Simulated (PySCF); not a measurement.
# BGe2H7O: the cost of one run

Programs: PySCF 2.14.0, with density-fitted response routines of our own. Each step states its level of theory. These are calculated values for one molecule in the gas phase, unless marked as measured. Atoms are numbered from 0 throughout.

## 1. Starting geometry

11 atoms, charge 0, multiplicity 1; geometry from: GFN2-xTB. The atoms were then displaced at random by about 0.01 Å, so the start is not that level's minimum.

Bonds of the start (Å): B0–Ge1 2.00, Ge1–O2 1.80, O2–Ge3 1.69, B0–H4 1.20, B0–H5 1.14, Ge1–H6 1.52, Ge1–H7 1.51, Ge3–H8 1.48, Ge3–H9 1.53, Ge3–H10 1.51.

## 2. Geometry optimisation at PBE0-D3(BJ)/def2-SVP

The job: settings as JSON, then the geometry in Å.

```
{"job": {"xc": "PBE0", "basis": "def2-SVP", "d3": "d3bj", "grid": 1, "shake": 0.01, "kind": "geom"}, "charge": 0, "multiplicity": 1}
B      2.013530     0.503430    -0.479750
Ge     0.938380    -0.932160     0.407880
O     -0.828720    -0.765860     0.131060
Ge    -1.951680     0.432990    -0.279130
H      1.455710     1.446040    -0.966460
H      3.151230     0.471790    -0.535400
H      1.046590    -1.023020     1.922020
H      1.143410    -2.351880    -0.052130
H     -1.685810     0.982300    -1.627020
H     -3.273930    -0.332430    -0.240220
H     -1.970620     1.542970     0.743410
```

On the command line:

```
OMP_NUM_THREADS=1 python probes_run.py task.json out
```

One launch serves the whole session: the jobs run in the order shown.

**Question.** How long does this first job take on 1 thread of AMD EPYC 9R45, shared host, and how much memory does it need?

About 44 s, with a peak of 0.54 GiB.
